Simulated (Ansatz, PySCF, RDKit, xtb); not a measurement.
# Which structure has the formula AlB2H2F?

Task: start from the formula AlB2H2F, draw up candidate structures, narrow them down in stages, and characterise the one that lies lowest at 298.15 K.

The funnel: GFN2-xTB relaxations, single points with a density functional, relaxations at PBE0-D3(BJ)/def2-SVP, harmonic vibrations, and a last energy at a higher level. All values are calculated.

7 further runs of the same task are left out: 1 for a known fault of the program, 6 set aside as unsound or not needed.

## 1. Drawing up candidates

A program enumerates the bonding patterns with one Lewis structure each (two rings at most, one unusual centre or charged pair), with their diastereomers. O–O, O–halogen and N–halogen bonds and N–N–N chains are not drawn. That gives 25 candidates.

c031 FB[BH][Al]; c108 [B][AlH][BH]F; c251 [B][Al]([BH2])[F]; c284 [F][Al]1[B+][BH2-]1; c321 F/B=[BH-]/[AlH+]; c363 B=[BH-][Al+][F]; c443 [B][Al]([BH2])[F] (triplet); c507 F[B@@H-]1[B+][AlH]1; c529 [B+]=[B-](F)[AlH2]; c542 [F][Al]1[BH][BH]1; c567 B[B](F)[Al] (triplet); c661 F/B=[B]\[AlH2]; c668 F[B]1[B+][AlH2-]1; c698 B=[B][AlH][F]; c710 F/B=[B]/[AlH2]; c712 F[B]1[BH][AlH]1; c764 FB[BH][Al] (triplet); c779 [F][Al@@H-]1[B+][BH]1; c805 [B][AlH][BH]F (triplet); c834 F[B@@H-]1[BH][Al+]1; c910 B[B](F)[Al]; c922 F[B]1[BH2-][Al+]1; c929 F/B=[BH-]\[AlH+]; c947 B=[B-](F)[AlH+].

Candidates are built by distance geometry, with a force field where one applies, in up to four conformers (letters a to d). 10 starts with atoms placed at random are added, to find patterns that the rules miss.

**Question.** With final energies at PBE0-D3(BJ)/def2-SVP, which structure will this search put lowest in free energy, and by what margin?

| quantity | value |
| --- | --- |
| lowest structure found | [F][Al]1[BH][BH]1, singlet, C2v |
| next finalist | B=[B][AlH][F], triplet, 26.3 kcal/mol higher in G |
| share at equilibrium, among the finalists | 100.0 % |
| harmonic wavenumbers, lowest and highest (PBE0-D3(BJ)/def2-SVP) | 89 and 2741 cm⁻¹ |
| rotational constants, same geometry | 0.8575, 0.123, 0.1076 cm⁻¹ |
| dipole moment (PBE0/def2-TZVPD) | 0.94 D |
| HOMO energy (PBE0/def2-TZVPD) | -6.41 eV |
| LUMO energy (PBE0/def2-TZVPD) | -2.31 eV |
| HOMO–LUMO gap (PBE0/def2-TZVPD) | 4.10 eV |
| lowest excitation (TD-PBE0/def2-SVPD) | 2.42 eV (f = 0.000) |
| strongest of the states computed, same level | 6.17 eV (f = 0.651) |
| lowest triplet excitation, same level, Tamm-Dancoff | 1.99 eV |
| vertical ionisation energy | 8.43 eV |
| vertical electron affinity | 0.53 eV |
| vertical triplet less singlet | +1.99 eV |

`[F][Al]1[BH][BH]1` comes out lowest. Among the finalists first place is clear (26.3 kcal/mol); structures outside the list aren't covered. r2SCAN-D4/def2-SVP already puts its bonding pattern lowest among the structures in one piece. Lowest found is not proven lowest: the search is finite, and each finalist counts with one conformer. Patterns outside the rules of the enumeration were met only by chance. The lowest isomer need not be the one that is made and kept in a bottle, which depends on barriers.
